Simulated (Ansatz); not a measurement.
**HgPd: further runs on the relaxed cell**

An exercise on one series of results from a longer session: the logs are not shown, and one member is left open.

Program: Ansatz 0.2.0. Level of theory: DFT PBEsol, scalar-relativistic, plane waves, PAW. These are calculated values, not measurements.

1 further run of the same task is left out (set aside as unsound or not needed).

## Starting point

The structure is tetragonal, space group P4/mmm (No. 123). Conventional cell: a = 3.010 Å, b = 3.010 Å, c = 3.742 Å, α = 90.00°, β = 90.00°, γ = 90.00°. Hg (site symmetry 4/mmm) has 8 Pd at 2.83 Å and 4 Hg at 3.01 Å in its first shell of neighbours. Pd (site symmetry 4/mmm) is surrounded by 8 Hg at 2.83 Å and 4 Pd at 3.01 Å.

Coordinates:

```
Hg Pd
1.0
     3.00953    0.00000    0.00000
     0.00000    3.00953    0.00000
     0.00000    0.00000    3.74221
Hg Pd
1 1
Direct
  0.00000 0.00000 0.00000
  0.50000 0.50000 0.50000
```

It is the result of an earlier relaxation at this level (volume 16.95 Å³/atom; gap on the mesh: none (metal)).

The first run:

File input.yaml:

```yaml
crystal:
  lattice:
    - [3.0095324387, 0.0, 0.0]
    - [0.0, 3.0095324387, 0.0]
    - [0.0, 0.0, 3.7422062601]
  atoms:
    - { symbol: Hg, position: [0.0, 0.0, 0.0] }
    - { symbol: Pd, position: [0.5, 0.5, 0.5] }
basis:
  ecutwfc: 420
kpoints:
  mp_grid: { grid: [14, 14, 12] }
  band_path:
    path:
      - [[0.0, 0.0, 0.0], [0.0, 0.5, 0.0], [0.5, 0.5, 0.0], [0.0, 0.0, 0.0], [0.0, 0.0, 0.5], [0.0, 0.5, 0.5], [0.5, 0.5, 0.5], [0.0, 0.0, 0.5]]
      - [[0.0, 0.5, 0.0], [0.0, 0.5, 0.5]]
      - [[0.5, 0.5, 0.0], [0.5, 0.5, 0.5]]
    npoints: 14
hamiltonian:
  xc: pbesol
scf:
  occupations: { method: gaussian, width: 0.1 }
  n_extra_bands: 6
output:
  forces: true
  stress: true
  eigenvalues: true
  populations: true
  dos: { projected: true, de: 0.02, nscf_kmesh: { grid: [21, 21, 18] } }
  bader: true
  write_density: true
  write_potential: true
  elf: true
  volumetric_format: npy
```

Run with:

```bash
$ ansatz run input.yaml --threads 1 --pin off --max-ram 2560MiB --backend cpu --events-out ev --progress --plain --runs-dir out
```

Steps of the session up to this table: Static run: bands, density of states and charges; Point at V/V0 = 0.97; Volume × 1.03; Volume × 0.94; Volume × 1.06.

One of the session's tables, all rows but one given; the rest of the session is left out.

It belongs to the step «Equation of state». 

```
volume (Å³/atom)  energy above the lowest point (meV/atom)  pressure (GPa)
          15.930                                      32.0           10.83
          16.439                                       7.4            4.87
          16.947                                       0.0            0.00
          17.456                                         ?               ?
          17.964                                      24.6           -7.22
```

Q: Estimate the row for volume (Å³/atom) = 17.456 from the others.

Worked estimate for «energy above the lowest point (meV/atom)». A straight line through the neighbours (16.947, 0.0) and (17.964, 24.6) gives 0.0 + (24.6 − 0.0) × (17.456 − 16.947) / (17.964 − 16.947) = 12.3; a parabola fitted to 3 rows on both sides gives 5.7.

The run gave: energy above the lowest point (meV/atom): 6.6; pressure (GPa): -3.98. In «energy above the lowest point (meV/atom)» the line misses by +5.7 and the parabola by -0.9.
